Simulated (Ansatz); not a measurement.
# CH₃ClFNOW: a spread of methods and bases

How do the results and run time of CH₃ClFNOW respond when the settings are drawn wide?

Computed with Ansatz 0.2.0, Gaussian basis. Level: the settings change from run to run.

### Step 1. The relaxed structure

An earlier PBE0-D4 in a triple-zeta def2 set relaxation fixed the geometry. W takes a core potential in def2 sets; no spin-orbit term is included.

SMILES `C[N]=[W](=[O])([F])[Cl]`, 9 atoms, charge 0, spin multiplicity 1.

Atoms are counted from 1 here; the program's logs count them from 0.

Bond lengths: C1–N2 1.418 Å, C1–H7 1.094 Å, C1–H8 1.095 Å, C1–H9 1.094 Å, N2–W3 1.735 Å, W3–O4 1.698 Å, W3–F5 1.866 Å, W3–Cl6 2.274 Å. Angles: N2–C1–H7 109.7°, N2–C1–H8 111.4°, N2–C1–H9 110.0°, H7–C1–H8 108.7°, H7–C1–H9 107.9°, H8–C1–H9 109.0°, C1–N2–W3 155.1°, N2–W3–O4 107.0°, N2–W3–F5 107.9°, N2–W3–Cl6 107.1°, O4–W3–F5 110.1°, O4–W3–Cl6 109.3°, F5–W3–Cl6 115.1°.

### Step 2. MP2/def2-SVP

Set apart from the defaults: high accuracy.

Contents of in.yaml:

```yaml
crystal:
  periodic: [false, false, false]
  atoms:
    - {symbol: C, position_ang: [-0.003028, -1.183854, 1.063812]}
    - {symbol: N, position_ang: [0.146861, 0.046507, 0.375196]}
    - {symbol: W, position_ang: [0.085386, 1.093614, -1.006935]}
    - {symbol: O, position_ang: [-0.408514, 0.145971, -2.326801]}
    - {symbol: F, position_ang: [1.805145, 1.756750, -1.299529]}
    - {symbol: Cl, position_ang: [-1.497355, 2.670179, -0.579531]}
    - {symbol: H, position_ang: [-0.749658, -1.075166, 1.856645]}
    - {symbol: H, position_ang: [-0.323128, -1.983429, 0.387090]}
    - {symbol: H, position_ang: [0.944291, -1.470572, 1.530043]}
basis:
  gaussian: {orbitals: def2-SVP}
hamiltonian: {xc: {name: HF}}
correlation: {method: mp2}
accuracy: high
output: {forces: true}
```

Launch:

```
ansatz run in.yaml --threads 2 --pin off --events-out ev --progress --plain --max-ram 22528MiB --backend cpu
```

What it wrote, shortened:

```text
Functional definition: HF
  name "HF"
  cite "Fock, Z. Phys. 61, 126 (1930) doi:10.1007/BF01340294"
  parent pbe
[...]
2743 factors; integrals over basis functions are off by at most 9.6e-9 eV
[...]
mean field -21606.26438580 eV, -794.0155709260 hartree, gradient 6.2e-8 eV, S^2 0.000000; 0 other end points of the search recorded, 0 dependent functions left out
9 core orbitals not correlated: weight in the atoms' cores, before any rotation towards them, 1.000 or more for the frozen orbitals, at most 0.000 for the correlated occupied ones
reference -21606.26438580 eV, -794.0155709260 hartree; 23, 23 occupied and 89, 89 virtual orbitals, 2743 factors
second order -33.04158991 eV of doubles, -0.00000000 eV of singles
[...]
Total energy: -21639.30597571 eV, -795.2298269588 hartree
Atom 0 at    -0.003028    -1.183854     1.063812 Å, force    -0.017746    -0.246399     0.266619 eV/Å
Atom 1 at     0.146861     0.046507     0.375196 Å, force     0.055520    -0.806689     1.098645 eV/Å
Atom 2 at     0.085386     1.093614    -1.006935 Å, force     0.197219     2.263726     0.167510 eV/Å
Atom 3 at    -0.408514     0.145971    -2.326801 Å, force    -0.632871    -1.357392    -1.509241 eV/Å
Atom 4 at     1.805145     1.756750    -1.299529 Å, force     0.850252     0.150827    -0.146762 eV/Å
Atom 5 at    -1.497355     2.670179    -0.579531 Å, force    -0.417855     0.223905     0.104354 eV/Å
Atom 6 at    -0.749658    -1.075166     1.856645 Å, force    -0.164345     0.013270     0.137782 eV/Å
Atom 7 at    -0.323128    -1.983429     0.387090 Å, force    -0.067746    -0.170445    -0.181049 eV/Å
Atom 8 at     0.944291    -1.470572     1.530043 Å, force     0.197573    -0.070802     0.062143 eV/Å
Dipole moment:    -0.021388    -0.424947     0.423253 e Å
```

It took 13 s on 2 threads of AMD EPYC 7R13, shared host.

Largest force 2.278 eV/Å, dipole 2.88 D.

### Step 3. wB97X-V/def2-mTZVP

Options: the search for lower states set to light.

Edit in.yaml of step 2 so:

```diff
@@ -13,6 +13,5 @@
 basis:
-  gaussian: {orbitals: def2-SVP}
-hamiltonian: {xc: {name: HF}}
-correlation: {method: mp2}
-accuracy: high
+  gaussian: {orbitals: def2-mTZVP}
+hamiltonian: {xc: {name: wB97X-V}}
+scf: {lower_state_search: light}
 output: {forces: true}
```

Same command.

What it wrote, shortened:

```text
Functional definition: wB97X-V
  name "wB97X-V"
  cite "Mardirossian & Head-Gordon, Phys. Chem. Chem. Phys. 16, 9904 (2014) doi:10.1039/C3CP54374A"
  cite "Becke, J. Chem. Phys. 107, 8554 (1997) doi:10.1063/1.475007"
  cite "Vydrov & Van Voorhis, J. Chem. Phys. 133, 244103 (2010) doi:10.1063/1.3521275"
[...]
      + integral(e_c_pw_opposite_spin*poly(b97_u_opposite, cos0, cos1)) + vv10(b, c)
1390 factors; integrals over basis functions are off by at most 9.9e-4 eV
354 factors; integrals over basis functions are off by at most 1.1e-5 eV
[...]
mean field -21690.08899042 eV, -797.0960683274 hartree, gradient 6.6e-5 eV, S^2 0.000000; 0 other end points of the search recorded, 0 dependent functions left out
[...]
reference -21690.08898829 eV, -797.0960682492 hartree; 32, 32 occupied and 116, 116 virtual orbitals, 1390 factors
Total energy: -21690.08898829 eV, -797.0960682492 hartree
Atom 0 at    -0.003028    -1.183854     1.063812 Å, force    -0.067140    -0.491588     0.251525 eV/Å
Atom 1 at     0.146861     0.046507     0.375196 Å, force     0.073004     0.565672    -0.376269 eV/Å
Atom 2 at     0.085386     1.093614    -1.006935 Å, force    -0.061521    -0.512638     0.137499 eV/Å
Atom 3 at    -0.408514     0.145971    -2.326801 Å, force     0.004396    -0.031307     0.020689 eV/Å
Atom 4 at     1.805145     1.756750    -1.299529 Å, force     0.357003     0.142361    -0.070298 eV/Å
Atom 5 at    -1.497355     2.670179    -0.579531 Å, force    -0.303057     0.314495     0.068643 eV/Å
Atom 6 at    -0.749658    -1.075166     1.856645 Å, force    -0.000719     0.015036    -0.008919 eV/Å
Atom 7 at    -0.323128    -1.983429     0.387090 Å, force    -0.004825    -0.010944    -0.014100 eV/Å
Atom 8 at     0.944291    -1.470572     1.530043 Å, force     0.002858     0.008913    -0.008770 eV/Å
Dipole moment:     0.007331    -0.298128     0.453356 e Å
```

Wall time 13 s (2 threads of AMD EPYC 7R13, shared host).

Largest force 0.683 eV/Å, dipole 2.61 D.

### Step 4. B3LYP5/def2-SVPD

Edit in.yaml of step 3 so:

```diff
@@ -13,5 +13,3 @@
 basis:
-  gaussian: {orbitals: def2-mTZVP}
-hamiltonian: {xc: {name: wB97X-V}}
-scf: {lower_state_search: light}
-output: {forces: true}
+  gaussian: {orbitals: def2-SVPD}
+hamiltonian: {xc: {name: B3LYP5}}
```

Same command.

What it wrote, shortened:

```text
Functional definition: B3LYP5
  name "B3LYP5"
  cite "Stephens, Devlin, Chabalowski & Frisch, J. Phys. Chem. 98, 11623 (1994) doi:10.1021/j100096a001"
  cite "Becke, Phys. Rev. A 38, 3098 (1988) doi:10.1103/PhysRevA.38.3098"
  cite "Lee, Yang & Parr, Phys. Rev. B 37, 785 (1988) doi:10.1103/PhysRevB.37.785"
  cite "Vosko, Wilk & Nusair, Can. J. Phys. 58, 1200 (1980) doi:10.1139/p80-159"
[...]
1538 factors; their error is unknown
[...]
mean field -21678.81530326 eV, -796.6817679661 hartree, gradient 7.8e-5 eV, S^2 0.000000; 0 other end points of the search recorded, 0 dependent functions left out
reference -21678.81559237 eV, -796.6817785906 hartree; 32, 32 occupied and 140, 140 virtual orbitals, 1538 factors
Total energy: -21678.81559237 eV, -796.6817785906 hartree
```

It took 4.2 s on 2 threads of AMD EPYC 7R13, shared host.

### Step 5. B97M-V/def2-TZVPP

Edit in.yaml of step 4 so:

```diff
@@ -13,3 +13,4 @@
 basis:
-  gaussian: {orbitals: def2-SVPD}
-hamiltonian: {xc: {name: B3LYP5}}
+  gaussian: {orbitals: def2-TZVPP}
+hamiltonian: {xc: {name: B97M-V}}
+output: {forces: true}
```

The command is unchanged.

What it wrote, shortened:

```text
Functional definition: B97M-V
  name "B97M-V"
  cite "Mardirossian & Head-Gordon, J. Chem. Phys. 142, 074111 (2015) doi:10.1063/1.4907719"
  cite "Becke, J. Chem. Phys. 107, 8554 (1997) doi:10.1063/1.475007"
  cite "Vydrov & Van Voorhis, J. Chem. Phys. 133, 244103 (2010) doi:10.1063/1.3521275"
  # Of w^i u^j: cxij and so on, Table III.
[...]
  gx(w, u) = cx00 + cx01*u + cx02*u^2 + (cx10 + cx11*u)*w
  gss(w, u) = css00 + css02*u^2 + css10*w + (css32*w^3 + css42*w^4)*u^2
  gos(w, u) = cos00 + cos01*u + cos03*u^3 + cos10*w + cos32*w^3*u^2
[...]
      + integral(e_c_pw_mod_opposite_spin*gos(b97_w_opposite, b97_u_opposite)) + vv10(b, c)
1448 factors; their error is unknown
[...]
mean field -21692.50935409 eV, -797.1850150519 hartree, gradient 3.0e-5 eV, S^2 0.000000; 0 other end points of the search recorded, 0 dependent functions left out
[...]
Total energy: -21692.50941774 eV, -797.1850173911 hartree
Atom 0 at    -0.003028    -1.183854     1.063812 Å, force    -0.013716    -0.067177     0.041720 eV/Å
Atom 1 at     0.146861     0.046507     0.375196 Å, force     0.053516    -0.239433     0.333448 eV/Å
Atom 2 at     0.085386     1.093614    -1.006935 Å, force     0.088339     0.161542    -0.057062 eV/Å
Atom 3 at    -0.408514     0.145971    -2.326801 Å, force    -0.063122    -0.141368    -0.248471 eV/Å
Atom 4 at     1.805145     1.756750    -1.299529 Å, force     0.056579     0.021509    -0.015284 eV/Å
Atom 5 at    -1.497355     2.670179    -0.579531 Å, force    -0.133789     0.162706     0.023778 eV/Å
Atom 6 at    -0.749658    -1.075166     1.856645 Å, force     0.150358    -0.051067    -0.148514 eV/Å
Atom 7 at    -0.323128    -1.983429     0.387090 Å, force     0.060718     0.123208     0.153301 eV/Å
Atom 8 at     0.944291    -1.470572     1.530043 Å, force    -0.198882     0.030081    -0.082916 eV/Å
Dipole moment:     0.018198    -0.210817     0.428637 e Å
```

Wall time 19 s (2 threads of AMD EPYC 7R13, shared host).

Largest force 0.414 eV/Å, dipole 2.30 D.

### Step 6. RPA/def2-SVP

Set apart from the defaults: relativity set to scalar, the search for lower states set to off.

Edit in.yaml of step 5 so:

```diff
@@ -13,4 +13,5 @@
 basis:
-  gaussian: {orbitals: def2-TZVPP}
-hamiltonian: {xc: {name: B97M-V}}
-output: {forces: true}
+  gaussian: {orbitals: def2-SVP}
+hamiltonian: {xc: {name: HSE06}, pseudopotentials: {relativity: scalar}}
+correlation: {method: rpa}
+scf: {lower_state_search: off}
```

Launched as before.

What it wrote, shortened:

```text
Functional definition: HSE06
  name "HSE06"
  cite "Heyd, Scuseria & Ernzerhof, J. Chem. Phys. 118, 8207 (2003) doi:10.1063/1.1564060"
  cite "Krukau, Vydrov, Izmaylov & Scuseria, J. Chem. Phys. 125, 224106 (2006) doi:10.1063/1.2404663"
  cite "Heyd & Scuseria, J. Chem. Phys. 120, 7274 (2004) doi:10.1063/1.1668634"
  cite "Ernzerhof & Perdew, J. Chem. Phys. 109, 3313 (1998) doi:10.1063/1.476928"
  cite "Perdew, Burke & Ernzerhof, Phys. Rev. Lett. 77, 3865 (1996) doi:10.1103/PhysRevLett.77.3865"
  parent pbe
[...]
  # The whole range is PBE's own exchange, as in plane waves. The composition of these papers is wPBEh.
[...]
1170 factors; integrals over basis functions are off by at most 1.4e-3 eV
100 factors; integrals over basis functions are off by at most 3.8e-7 eV
[...]
mean field -21709.47656311 eV, -797.8085484827 hartree, gradient 6.4e-6 eV, S^2 0.000000; 0 other end points of the search recorded, 0 dependent functions left out
9 core orbitals not correlated: weight in the atoms' cores, before any rotation towards them, 1.000 or more for the frozen orbitals, at most 0.000 for the correlated occupied ones
reference -21643.66488031 eV, -795.3900137485 hartree; 23, 23 occupied and 89, 89 virtual orbitals, 1170 factors
Total energy: -21687.07569459 eV, -796.9853317484 hartree
Relativity: scalar
Checks for a lower state left out: stability, starts, cluster_reference, orbital_swaps, neighbouring_geometries, increment
```

It took 3.5 s on 2 threads of AMD EPYC 7R13, shared host.

### Step 7. wPBEh/def2-mTZVPP

Options: relativity set to none, the search for lower states set to light.

Edit in.yaml of step 6 so:

```diff
@@ -13,5 +13,5 @@
 basis:
-  gaussian: {orbitals: def2-SVP}
-hamiltonian: {xc: {name: HSE06}, pseudopotentials: {relativity: scalar}}
-correlation: {method: rpa}
-scf: {lower_state_search: off}
+  gaussian: {orbitals: def2-mTZVPP}
+hamiltonian: {xc: {name: wPBEh}, pseudopotentials: {relativity: none}}
+scf: {lower_state_search: light}
+output: {forces: true}
```

Same command.

What it wrote, shortened:

```text
Functional definition: wPBEh
  name "wPBEh"
  cite "Heyd, Scuseria & Ernzerhof, J. Chem. Phys. 118, 8207 (2003) doi:10.1063/1.1564060"
  cite "Krukau, Vydrov, Izmaylov & Scuseria, J. Chem. Phys. 125, 224106 (2006) doi:10.1063/1.2404663"
  cite "Heyd & Scuseria, J. Chem. Phys. 120, 7274 (2004) doi:10.1063/1.1668634"
  cite "Ernzerhof & Perdew, J. Chem. Phys. 109, 3313 (1998) doi:10.1063/1.476928"
  cite "Perdew, Burke & Ernzerhof, Phys. Rev. Lett. 77, 3865 (1996) doi:10.1103/PhysRevLett.77.3865"
  parent pbe
[...]
1490 factors; their error is unknown
107 factors; integrals over basis functions are off by at most 2.8e-7 eV
[...]
mean field -21684.88948643 eV, -796.9049900802 hartree, gradient 2.8e-5 eV, S^2 0.000000; 0 other end points of the search recorded, 0 dependent functions left out
[...]
reference -21684.88952726 eV, -796.9049915807 hartree; 32, 32 occupied and 137, 137 virtual orbitals, 1490 factors
Total energy: -21684.88952726 eV, -796.9049915807 hartree
Atom 0 at    -0.003028    -1.183854     1.063812 Å, force    -0.022946    -0.043178    -0.053093 eV/Å
Atom 1 at     0.146861     0.046507     0.375196 Å, force     0.072168    -0.246542     0.440223 eV/Å
Atom 2 at     0.085386     1.093614    -1.006935 Å, force     0.006927     0.298882     0.096600 eV/Å
Atom 3 at    -0.408514     0.145971    -2.326801 Å, force    -0.175290    -0.380491    -0.497539 eV/Å
Atom 4 at     1.805145     1.756750    -1.299529 Å, force     0.392682     0.116204    -0.067415 eV/Å
Atom 5 at    -1.497355     2.670179    -0.579531 Å, force    -0.275746     0.261697     0.064591 eV/Å
Atom 6 at    -0.749658    -1.075166     1.856645 Å, force    -0.006473     0.007207     0.010890 eV/Å
Atom 7 at    -0.323128    -1.983429     0.387090 Å, force    -0.003295    -0.013866    -0.002307 eV/Å
Atom 8 at     0.944291    -1.470572     1.530043 Å, force     0.011973     0.000086     0.008049 eV/Å
Dipole moment:     0.000867    -0.278043     0.475988 e Å
```

Wall time 5.5 s (2 threads of AMD EPYC 7R13, shared host).

Largest force 0.650 eV/Å, dipole 2.65 D.

### Step 8. PBEsol/def2-mTZVP

Edit in.yaml of step 7 so:

```diff
@@ -13,5 +13,4 @@
 basis:
-  gaussian: {orbitals: def2-mTZVPP}
-hamiltonian: {xc: {name: wPBEh}, pseudopotentials: {relativity: none}}
-scf: {lower_state_search: light}
+  gaussian: {orbitals: def2-mTZVP}
+hamiltonian: {xc: {name: PBEsol}}
 output: {forces: true}
```

Launched as before.

What it wrote, shortened:

```text
Functional definition: PBEsol
  name "PBEsol"
  cite "Perdew et al., Phys. Rev. Lett. 100, 136406 (2008) doi:10.1103/PhysRevLett.100.136406"
  cite "Perdew, Burke & Ernzerhof, Phys. Rev. Lett. 77, 3865 (1996) doi:10.1103/PhysRevLett.77.3865"
  parent pbesol
[...]
1320 factors; their error is unknown
[...]
mean field -21638.41332082 eV, -795.1970224969 hartree, gradient 1.1e-5 eV, S^2 0.000000; 0 other end points of the search recorded, 0 dependent functions left out
[...]
reference -21638.41336598 eV, -795.1970241563 hartree; 32, 32 occupied and 116, 116 virtual orbitals, 1320 factors
Total energy: -21638.41336598 eV, -795.1970241563 hartree
Atom 0 at    -0.003028    -1.183854     1.063812 Å, force     0.035952     0.280870    -0.191604 eV/Å
Atom 1 at     0.146861     0.046507     0.375196 Å, force     0.048762    -0.626885     0.810505 eV/Å
Atom 2 at     0.085386     1.093614    -1.006935 Å, force     0.050317     1.171741     0.128557 eV/Å
Atom 3 at    -0.408514     0.145971    -2.326801 Å, force    -0.357667    -0.772807    -0.939796 eV/Å
Atom 4 at     1.805145     1.756750    -1.299529 Å, force     0.529645     0.126247    -0.091999 eV/Å
Atom 5 at    -1.497355     2.670179    -0.579531 Å, force    -0.260022     0.197480     0.063988 eV/Å
Atom 6 at    -0.749658    -1.075166     1.856645 Å, force    -0.230228     0.016233     0.257694 eV/Å
Atom 7 at    -0.323128    -1.983429     0.387090 Å, force    -0.106257    -0.283535    -0.197790 eV/Å
Atom 8 at     0.944291    -1.470572     1.530043 Å, force     0.289498    -0.109344     0.160445 eV/Å
Dipole moment:    -0.003578    -0.303876     0.451705 e Å
```

Run time: 2.8 s. Hardware: 2 threads of AMD EPYC 7R13, shared host.

Largest force 1.268 eV/Å, dipole 2.61 D.

### Step 9. r2SCANh/def2-mTZVPP

Edit in.yaml of step 8 so:

```diff
@@ -13,4 +13,3 @@
 basis:
-  gaussian: {orbitals: def2-mTZVP}
-hamiltonian: {xc: {name: PBEsol}}
-output: {forces: true}
+  gaussian: {orbitals: def2-mTZVPP}
+hamiltonian: {xc: {name: r2SCANh}}
```

Same command.

What it wrote, shortened:

```text
Functional definition: r2SCANh
  name "r2SCANh"
  cite "Bursch, Neugebauer, Ehlert & Grimme, J. Chem. Phys. 156, 134105 (2022) doi:10.1063/5.0086040"
  cite "Furness, Kaplan, Ning, Perdew & Sun, J. Phys. Chem. Lett. 11, 8208 (2020) doi:10.1021/acs.jpclett.0c02405"
  cite "Furness, Kaplan, Ning, Perdew & Sun, J. Phys. Chem. Lett. 11, 9248 (2020) doi:10.1021/acs.jpclett.0c03077"
  parent r2scan
[...]
1419 factors; their error is unknown
[...]
mean field -21691.63006026 eV, -797.1527015995 hartree, gradient 2.2e-5 eV, S^2 0.000000; 0 other end points of the search recorded, 0 dependent functions left out
reference -21691.63007053 eV, -797.1527019771 hartree; 32, 32 occupied and 137, 137 virtual orbitals, 1419 factors
Total energy: -21691.63007053 eV, -797.1527019771 hartree
```

Run time: 6 s. Hardware: 2 threads of AMD EPYC 7R13, shared host.

### Step 10. All runs side by side

```csv
level,charge,multiplicity,geometry,functions,energy (eV),time
MP2/def2-SVP,0,1,relaxed,121,-21639.306,13 s
wB97X-V/def2-mTZVP,0,1,relaxed,148,-21690.089,13 s
B3LYP5/def2-SVPD,0,1,relaxed,172,-21678.816,4.2 s
B97M-V/def2-TZVPP,0,1,relaxed,264,-21692.509,19 s
RPA/def2-SVP,0,1,relaxed,121,-21687.076,3.5 s
wPBEh/def2-mTZVPP,0,1,relaxed,169,-21684.890,5.5 s
PBEsol/def2-mTZVP,0,1,relaxed,148,-21638.413,2.8 s
r2SCANh/def2-mTZVPP,0,1,relaxed,169,-21691.630,6 s
```

### Step 11. Results

```
                                         quantity                     value
                                             runs                         8
                                         quickest  PBEsol/def2-mTZVP, 2.8 s
                                          slowest   B97M-V/def2-TZVPP, 19 s
spread of total energies, same state and geometry                   54.1 eV
                  dipole, same state and geometry            2.30 to 2.88 D
```

**Reading.** Run time spans a factor of 7, from PBEsol/def2-mTZVP to B97M-V/def2-TZVPP. The jobs differ in tasks and options as well as level. The totals spread over 54 eV; they can't be compared across methods or bases. Some of these runs are scalar-relativistic and others not, which shifts the totals of all-electron atoms past neon by eV; core potentials, where a basis has them, take the core out of the total altogether. At the PBE0-D4/def2-TZVP geometry and in the same state, runs without warnings or point charges leave forces up to 2.28 eV/Å (MP2/def2-SVP). At that geometry and state the dipole changes by 26 % between the lowest and highest value.
